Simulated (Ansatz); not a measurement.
Working through a short molecular-dynamics run of BH2IO, SMILES OBI

Computed with the Python package of Ansatz (0.2.0).

Notebook, run cell by cell (the value of a cell's last expression is shown):

```python
import warnings

import ansatz as az
import numpy as np
```

```python
warnings.simplefilter('ignore', az.DeckWarning)

geometry_ang = [
    ('O', [-0.8167, -0.8744, 0.1052]),
    ('B', [0.3229, 0.0035, 0.2016]),
    ('I', [0.0952, 2.1942, 0.3301]),
    ('H', [-0.9512, -0.8984, -0.8843]),
    ('H', [1.3998, -0.4985, 0.2061]),
]
mol = az.Crystal.molecule()
for symbol, xyz in geometry_ang:
    mol = mol.atom(symbol, xyz)
```

```python
base = (
    mol.calculation()
    .basis(gaussian='def2-SVP')
    .functional('hf')
    .md('nve', timestep=1.0, steps=30, temperature=500, initial_velocities='maxwell_boltzmann', seed=50)
)
frames = []
base.session().plan().execute(on_event=lambda e: frames.append(e['data']) if e['event'] == 'md_step' else None)
print('t (fs)   E_pot (eV)      E_kin (eV)   T (K)   d(0-1) (A)')
for f in frames[::2]:
    xyz = np.array(f['positions_ang'])
    print(f'{f["time_fs"]:6.2f} {f["lagrangian_ev"]:14.5f} {f["e_kin_ev"]:10.5f} {f["temperature_k"]:8.1f} {np.linalg.norm(xyz[0] - xyz[1]):9.4f}')
kept = np.array([f['conserved_ev'] for f in frames])
print(f'conserved energy moves by at most {1000 * np.ptp(kept):.3f} meV')
```

    t (fs)   E_pot (eV)      E_kin (eV)   T (K)   d(0-1) (A)
      0.00   -10811.89954    0.19389    500.0    1.4418
      2.00   -10812.02867    0.31561    813.9    1.4125
      4.00   -10812.08097    0.37366    963.6    1.3694
      6.00   -10812.13680    0.42284   1090.4    1.3201
      8.00   -10812.03060    0.32380    835.0    1.2785
     10.00   -10812.05268    0.34058    878.3    1.2577
     12.00   -10812.08345    0.37845    975.9    1.2606
     14.00   -10812.23372    0.52071   1342.8    1.2820
     16.00   -10812.29985    0.59154   1525.4    1.3181
     18.00   -10812.45917    0.74505   1921.3    1.3602
     20.00   -10812.47336    0.76501   1972.8    1.3956
     22.00   -10812.42351    0.71111   1833.8    1.4157
     24.00   -10812.31934    0.61214   1578.6    1.4190
     26.00   -10812.37276    0.65752   1695.6    1.4052
     28.00   -10812.27879    0.57316   1478.1    1.3759
     30.00   -10812.24844    0.53494   1379.5    1.3370
    conserved energy moves by at most 10.246 meV

What to keep in mind:
- Total energies depend on the basis set; only differences at equal settings carry meaning.
- The trajectory is only some femtoseconds long, so its temperature is not equilibrated; where the script doesn't relax first, it starts from a rough generated geometry.
- def2 sets replace the cores of elements past krypton by effective core potentials.
- The temperature counts the internal degrees of freedom alone.
- With hydrogen a step over 0.5 fs is long.
- Finished in 34 s on 1 thread of Arm Neoverse V1 (shared host), peak memory 0.19 GiB.

(Lines on the test bed's own set-up are left out of the output.)
